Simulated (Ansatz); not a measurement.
# CH7BN2: one species, many methods

One table from this session's results is given with a row withheld; the runs are named, their logs left out.

Method: functionals in def2-TZVPP, the program's frozen cores in correlated methods; program: Ansatz 0.2.0, Gaussian basis.

Plan: LDA (SPW92), PBE-D4, revPBE-D4, BLYP-D4, r2SCAN-D4, B97M-V, PBE0-D4, B3LYP-D4, r2SCANh-D4, r2SCAN0-D4, HSE06-D4, BHLYP-D4, CAM-B3LYP-D4, LC-ωPBE, ωB97X-V, ωB97M-V, B2PLYP, PBE-QIDH; CCSD(T)/def2-SVP; CCSD(T)/def2-TZVPP; MP2/def2-QZVPP; extrapolation to the limit; RPA on PBE.

### The relaxed structure

All runs share one geometry, relaxed beforehand with PBE0-D4 in a triple-zeta def2 set.

11 atoms, charge 0, spin multiplicity 1.

Atoms are counted from 1 here; the program's logs count them from 0.

Bond lengths: C1–B2 1.582 Å, C1–H5 1.093 Å, C1–H6 1.093 Å, C1–H7 1.096 Å, B2–N3 1.416 Å, B2–N4 1.416 Å, N3–H8 1.004 Å, N3–H9 1.003 Å, N4–H10 1.003 Å, N4–H11 1.004 Å. Angles: B2–C1–H5 112.5°, B2–C1–H6 112.6°, B2–C1–H7 110.2°, H5–C1–H6 107.5°, H5–C1–H7 106.8°, H6–C1–H7 106.9°, C1–B2–N3 119.8°, C1–B2–N4 119.8°, N3–B2–N4 120.4°, B2–N3–H8 124.4°, B2–N3–H9 122.1°, H8–N3–H9 113.6°, B2–N4–H10 122.1°, B2–N4–H11 124.4°, H10–N4–H11 113.6°.

Set-up of the first run:

in.yaml reads:

```yaml
crystal:
  periodic: [false, false, false]
  atoms:
    - {symbol: C, position_ang: [-0.697561, 1.164635, -0.169785]}
    - {symbol: B, position_ang: [0.096750, -0.189534, 0.023958]}
    - {symbol: N, position_ang: [0.158876, -0.791874, 1.303728]}
    - {symbol: N, position_ang: [0.762532, -0.778348, -1.078123]}
    - {symbol: H, position_ang: [-1.103049, 1.271739, -1.179475]}
    - {symbol: H, position_ang: [-1.529909, 1.266586, 0.531722]}
    - {symbol: H, position_ang: [-0.033850, 2.019921, -0.001748]}
    - {symbol: H, position_ang: [0.670155, -1.631087, 1.510919]}
    - {symbol: H, position_ang: [-0.304845, -0.397736, 2.100710]}
    - {symbol: H, position_ang: [0.733210, -0.374589, -1.995558]}
    - {symbol: H, position_ang: [1.312993, -1.616713, -1.025747]}
basis:
  gaussian: {orbitals: def2-TZVPP}
hamiltonian: {xc: lda}
output: {orbitals: {seedname: orbitals}}
```

Steps of the session up to this table: LDA; PBE-D4 (GGA); revPBE-D4 (GGA); BLYP-D4 (GGA); r2SCAN-D4 (meta-GGA); B97M-V (meta-GGA); PBE0-D4 (hybrid); B3LYP-D4 (hybrid); r2SCANh-D4 (hybrid); r2SCAN0-D4 (hybrid); HSE06-D4 (hybrid); BHLYP-D4 (hybrid); CAM-B3LYP-D4 (range-separated); LC-ωPBE-D4 (range-separated; the results give it without D4); ωB97X-V (range-separated); ωB97M-V (range-separated); B2PLYP (double hybrid); PBE-QIDH (double hybrid).

One of the session's tables, all rows but one given; the rest of the session is left out.

It belongs to the step «Orbital energies across the functionals». 

```
  functional  HOMO (eV)  LUMO (eV)  gap (eV)
 LDA (SPW92)          ?          ?         ?
      PBE-D4      -5.35       0.10      5.45
   revPBE-D4      -5.29       0.15      5.44
     BLYP-D4      -5.24       0.05      5.29
   r2SCAN-D4      -5.63       0.90      6.53
      B97M-V      -5.71       0.27      5.98
     PBE0-D4      -6.75       0.87      7.62
    B3LYP-D4      -6.52       0.52      7.03
  r2SCANh-D4      -6.16       1.10      7.26
  r2SCAN0-D4      -6.96       1.39      8.35
    HSE06-D4      -6.34       0.51      6.85
    BHLYP-D4      -8.08       1.40      9.47
CAM-B3LYP-D4      -8.19       1.56      9.75
     LC-ωPBE      -9.60       2.85     12.45
     ωB97X-V      -9.22       2.63     11.85
     ωB97M-V      -9.13       2.14     11.27
```

**Question.** Estimate the row for LDA (SPW92).

As computed: HOMO (eV): -5.52; LUMO (eV): 0.00; gap (eV): 5.52. In the column «HOMO (eV)» it lies between r2SCAN-D4 (-5.63) and PBE-D4 (-5.35).
